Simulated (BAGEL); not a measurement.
# A workflow on CuNH3F (SMILES [NH3]->[Cu][F])

Wanted: the energy (HF/cc-pVDZ), then the energy (HF/cc-pVTZ), then the energy (HF/cc-pVQZ) of CuNH3F. 

The results are computed with BAGEL 1.2.2.

## (1) The molecule

CuNH3F: 6 atoms, total charge 0, spin state singlet. As SMILES, `[NH3]->[Cu][F]`. The shape comes from GFN2-xTB, which is rough for such elements, and wasn't checked as a minimum.

Bond lengths: Cu1–N2 1.895 Å, Cu1–F6 1.696 Å, N2–H3 1.016 Å, N2–H4 1.016 Å, N2–H5 1.016 Å. Angles: N2–Cu1–F6 179.3°, Cu1–N2–H3 109.2°, Cu1–N2–H4 108.4°, Cu1–N2–H5 109.0°, H3–N2–H4 110.0°, H3–N2–H5 110.0°, H4–N2–H5 110.1°.

## (2) The energy at HF/cc-pVDZ (density fitting with tzvpp-jkfit, property dipole) (run 1)

File hf.json:

```json
{ "bagel" : [

{
  "title" : "molecule",
  "basis" : "cc-pvdz.json",
  "df_basis" : "tzvpp-jkfit",
  "angstrom" : true,
  "geometry" : [
    { "atom" : "Cu", "xyz" : [      -0.013280,       0.006460,      -1.144820 ] },
    { "atom" : "N", "xyz" : [       0.001200,      -0.001310,       0.749820 ] },
    { "atom" : "H", "xyz" : [      -0.406220,       0.864570,       1.090040 ] },
    { "atom" : "H", "xyz" : [       0.964500,      -0.078860,       1.063600 ] },
    { "atom" : "H", "xyz" : [      -0.539400,      -0.794880,       1.082210 ] },
    { "atom" : "F", "xyz" : [      -0.006800,       0.004020,      -2.840840 ] }
  ]
},

{ "title" : "hf", "multipole" : 2 },

{ "title" : "print", "file" : "orbitals.molden", "orbitals" : true }

]}
```

The basis set cc-pVDZ is read from a file made from the Basis Set Exchange's data (not shown).

On the command line:

```sh
$ BAGEL_NUM_THREADS=1 BAGEL hf.json > hf.out
```

Standard output:

```text
* using 1 threads per process

  ===============================================================
  ===============================================================

  *** Geometry ***

  { "atom" : "Cu", "xyz" : [     -0.025096,      0.012208,     -2.163396 ] },
  { "atom" : "N", "xyz" : [      0.002268,     -0.002476,      1.416954 ] },
  { "atom" : "H", "xyz" : [     -0.767645,      1.633801,      2.059877 ] },
  { "atom" : "H", "xyz" : [      1.822641,     -0.149024,      2.009913 ] },
  { "atom" : "H", "xyz" : [     -1.019318,     -1.502106,      2.045081 ] },
  { "atom" : "F", "xyz" : [     -0.012850,      0.007597,     -5.368410 ] },

  Number of auxiliary basis functions:      472

  Since a DF basis is specified, we compute 2- and 3-index integrals:
    o Being stored without compression. Storage requirement is 0.028 GB

  Number of basis functions:       86
  Number of electrons      :       48

    * METHOD: MOLECULE                             0.28

  *** RHF ***

  === Nuclear Repulsion ===
   181.8526267963

      * DIIS with orbital gradients will be used.

  === RHF iteration (cc-pvdz.json) ===
      0      -1793.85181549          0.04427296           0.06
      1      -1781.84275472          0.18280937           0.06
      2      -1794.59267677          0.00949184           0.06
      3      -1794.64187375          0.00334512           0.06
      4      -1794.65102555          0.00107932           0.06
      5      -1794.65224196          0.00048399           0.06
      6      -1794.65261384          0.00029852           0.06
      7      -1794.65277392          0.00016466           0.06
      8      -1794.65280342          0.00008470           0.06
      9      -1794.65281265          0.00002600           0.06
     10      -1794.65281349          0.00001381           0.06
     11      -1794.65281369          0.00000701           0.06
     12      -1794.65281372          0.00000184           0.06
     13      -1794.65281372          0.00000125           0.06
     14      -1794.65281373          0.00000069           0.06
     15      -1794.65281373          0.00000028           0.06
     16      -1794.65281373          0.00000010           0.06
     17      -1794.65281373          0.00000005           0.06
     18      -1794.65281373          0.00000003           0.06
     19      -1794.65281373          0.00000001           0.06
    * SCF iteration converged.

    * Permanent dipole moment:
           (   -0.008269,     0.004276,    -3.401197) a.u.

    * Permanent second moment (around the center of charge):
          Qxx   -16.478221
          Qxy     0.002342
          Qyy   -16.479854
          Qxz     0.041078
          Qyz    -0.017950
          Qzz   -18.538695

    * METHOD: HF                                   1.49

    * METHOD: PRINT                                0.02

  ===============================================================
```

Run time: 2 s. Hardware: 1 thread of Arm Neoverse V1, shared host; peak memory 0.12 GiB.

## (3) A single-point energy at HF/cc-pVTZ (density fitting with tzvpp-jkfit, property dipole) (run 2)

File job.json:

```json
{ "bagel" : [

{
  "title" : "molecule",
  "basis" : "cc-pvtz.json",
  "df_basis" : "tzvpp-jkfit",
  "angstrom" : true,
  "geometry" : [
    { "atom" : "Cu", "xyz" : [   -0.013280,    0.006460,   -1.144820 ] },
    { "atom" : "N", "xyz" : [    0.001200,   -0.001310,    0.749820 ] },
    { "atom" : "H", "xyz" : [   -0.406220,    0.864570,    1.090040 ] },
    { "atom" : "H", "xyz" : [    0.964500,   -0.078860,    1.063600 ] },
    { "atom" : "H", "xyz" : [   -0.539400,   -0.794880,    1.082210 ] },
    { "atom" : "F", "xyz" : [   -0.006800,    0.004020,   -2.840840 ] }
  ]
},
{ "title" : "hf", "charge" : 0, "multipole" : 2 },
{ "title" : "print", "file" : "orbitals.molden", "orbitals" : true }

]}
```

The basis set cc-pVTZ is read from a file made from the Basis Set Exchange's data (not shown).

On the command line:

```sh
$ BAGEL_NUM_THREADS=1 BAGEL job.json > job.out
```

Standard output:

```text
* using 1 threads per process

  ===============================================================
  ===============================================================

  *** Geometry ***

  { "atom" : "Cu", "xyz" : [     -0.025096,      0.012208,     -2.163396 ] },
  { "atom" : "N", "xyz" : [      0.002268,     -0.002476,      1.416954 ] },
  { "atom" : "H", "xyz" : [     -0.767645,      1.633801,      2.059877 ] },
  { "atom" : "H", "xyz" : [      1.822641,     -0.149024,      2.009913 ] },
  { "atom" : "H", "xyz" : [     -1.019318,     -1.502106,      2.045081 ] },
  { "atom" : "F", "xyz" : [     -0.012850,      0.007597,     -5.368410 ] },

  Number of auxiliary basis functions:      472

  Since a DF basis is specified, we compute 2- and 3-index integrals:
    o Being stored without compression. Storage requirement is 0.109 GB

  Number of basis functions:      170
  Number of electrons      :       48

    * METHOD: MOLECULE                             0.47

  *** RHF ***

  === Nuclear Repulsion ===
   181.8526267963

      * DIIS with orbital gradients will be used.

  === RHF iteration (cc-pvtz.json) ===
      0      -1793.83963919          0.03062644           0.16
      1      -1780.04922056          0.11118177           0.16
      2      -1794.57975492          0.01070434           0.15
      3      -1794.68536396          0.00354348           0.15
      4      -1794.70186713          0.00133782           0.15
      5      -1794.70447483          0.00032438           0.15
      6      -1794.70493891          0.00022932           0.15
      7      -1794.70513935          0.00012750           0.15
      8      -1794.70527154          0.00006612           0.15
      9      -1794.70528740          0.00002423           0.15
     10      -1794.70528997          0.00001291           0.15
     11      -1794.70529034          0.00000760           0.15
     12      -1794.70529044          0.00000171           0.15
     13      -1794.70529044          0.00000135           0.15
     14      -1794.70529044          0.00000042           0.15
     15      -1794.70529044          0.00000028           0.15
     16      -1794.70529044          0.00000012           0.15
     17      -1794.70529044          0.00000005           0.15
     18      -1794.70529044          0.00000002           0.15
     19      -1794.70529044          0.00000001           0.15
    * SCF iteration converged.

    * Permanent dipole moment:
           (   -0.007530,     0.003941,    -3.400462) a.u.

    * Permanent second moment (around the center of charge):
          Qxx   -16.470045
          Qxy     0.002383
          Qyy   -16.471588
          Qxz     0.038542
          Qyz    -0.016711
          Qzz   -19.017858

    * METHOD: HF                                   3.51

    * METHOD: PRINT                                0.07

  ===============================================================
```

It took 4.5 s on 1 thread of Arm Neoverse V1, shared host; peak memory 0.24 GiB.

## (4) A single-point energy at HF/cc-pVQZ (density fitting with qzvpp-jkfit, property dipole) (run 3)

File input.json:

```json
{ "bagel": [

{
  "title": "molecule",
  "basis": "cc-pvqz.json",
  "df_basis": "qzvpp-jkfit",
  "angstrom": "true",
  "geometry": [
    { "atom": "Cu", "xyz": [   -0.013280,    0.006460,   -1.144820 ] },
    { "atom": "N", "xyz": [    0.001200,   -0.001310,    0.749820 ] },
    { "atom": "H", "xyz": [   -0.406220,    0.864570,    1.090040 ] },
    { "atom": "H", "xyz": [    0.964500,   -0.078860,    1.063600 ] },
    { "atom": "H", "xyz": [   -0.539400,   -0.794880,    1.082210 ] },
    { "atom": "F", "xyz": [   -0.006800,    0.004020,   -2.840840 ] }
  ]
},
{
  "title": "hf",
  "multipole": 2
},
{
  "title": "print",
  "file": "orbitals.molden",
  "orbitals": "true"
}

]}
```

The basis set cc-pVQZ is read from a file made from the Basis Set Exchange's data (not shown).

On the command line:

```sh
$ BAGEL_NUM_THREADS=1 BAGEL input.json > input.out
```

Standard output:

```text
* using 1 threads per process

  ===============================================================
  ===============================================================

  *** Geometry ***

  { "atom" : "Cu", "xyz" : [     -0.025096,      0.012208,     -2.163396 ] },
  { "atom" : "N", "xyz" : [      0.002268,     -0.002476,      1.416954 ] },
  { "atom" : "H", "xyz" : [     -0.767645,      1.633801,      2.059877 ] },
  { "atom" : "H", "xyz" : [      1.822641,     -0.149024,      2.009913 ] },
  { "atom" : "H", "xyz" : [     -1.019318,     -1.502106,      2.045081 ] },
  { "atom" : "F", "xyz" : [     -0.012850,      0.007597,     -5.368410 ] },

  Number of auxiliary basis functions:      472

  Since a DF basis is specified, we compute 2- and 3-index integrals:
    o Being stored without compression. Storage requirement is 0.349 GB

  Number of basis functions:      304
  Number of electrons      :       48

    * METHOD: MOLECULE                             1.08

  *** RHF ***

  === Nuclear Repulsion ===
   181.8526267963

      * DIIS with orbital gradients will be used.

  === RHF iteration (cc-pvqz.json) ===
      0      -1793.47544023          0.02439556           0.36
      1      -1758.67657759          0.07436811           0.38
      2      -1794.08747659          0.01643596           0.38
      3      -1794.41983743          0.01065117           0.38
      4      -1794.62355975          0.00605986           0.38
      5      -1794.71714742          0.00085824           0.37
      6      -1794.72021168          0.00029182           0.37
      7      -1794.72075832          0.00013579           0.37
      8      -1794.72096080          0.00009403           0.38
      9      -1794.72107392          0.00004611           0.38
     10      -1794.72112055          0.00002058           0.38
     11      -1794.72112502          0.00001270           0.37
     12      -1794.72112595          0.00000336           0.38
     13      -1794.72112599          0.00000122           0.38
     14      -1794.72112600          0.00000086           0.38
     15      -1794.72112600          0.00000034           0.39
     16      -1794.72112600          0.00000014           0.39
     17      -1794.72112600          0.00000006           0.39
     18      -1794.72112600          0.00000003           0.38
     19      -1794.72112600          0.00000001           0.39
    * SCF iteration converged.

    * Permanent dipole moment:
           (   -0.007075,     0.003754,    -3.403459) a.u.

    * Permanent second moment (around the center of charge):
          Qxx   -16.506379
          Qxy     0.002349
          Qyy   -16.507827
          Qxz     0.037665
          Qyz    -0.016322
          Qzz   -19.186630

    * METHOD: HF                                   8.53

    * METHOD: PRINT                                0.22

  ===============================================================
```

Run time: 10 s. Hardware: 1 thread of Arm Neoverse V1, shared host; peak memory 0.53 GiB.

## (5) Outcome

| quantity | value |
| --- | --- |
| run 1, HF/cc-pVDZ: total energy | -1794.65281 Eh |
| run 1, HF/cc-pVDZ: dipole moment | 8.65 D |
| run 1, HF/cc-pVDZ: HOMO energy | -9.87 eV |
| run 1, HF/cc-pVDZ: LUMO energy | 1.66 eV |
| run 1, HF/cc-pVDZ: HOMO–LUMO gap | 11.54 eV |
| run 2, HF/cc-pVTZ: total energy | -1794.70529 Eh |
| run 2, HF/cc-pVTZ: dipole moment | 8.64 D |
| run 2, HF/cc-pVTZ: HOMO energy | -9.92 eV |
| run 2, HF/cc-pVTZ: LUMO energy | 1.36 eV |
| run 2, HF/cc-pVTZ: HOMO–LUMO gap | 11.29 eV |
| run 3, HF/cc-pVQZ: total energy | -1794.72113 Eh |
| run 3, HF/cc-pVQZ: dipole moment | 8.65 D |
| run 3, HF/cc-pVQZ: HOMO energy | -9.96 eV |
| run 3, HF/cc-pVQZ: LUMO energy | 1.15 eV |
| run 3, HF/cc-pVQZ: HOMO–LUMO gap | 11.11 eV |
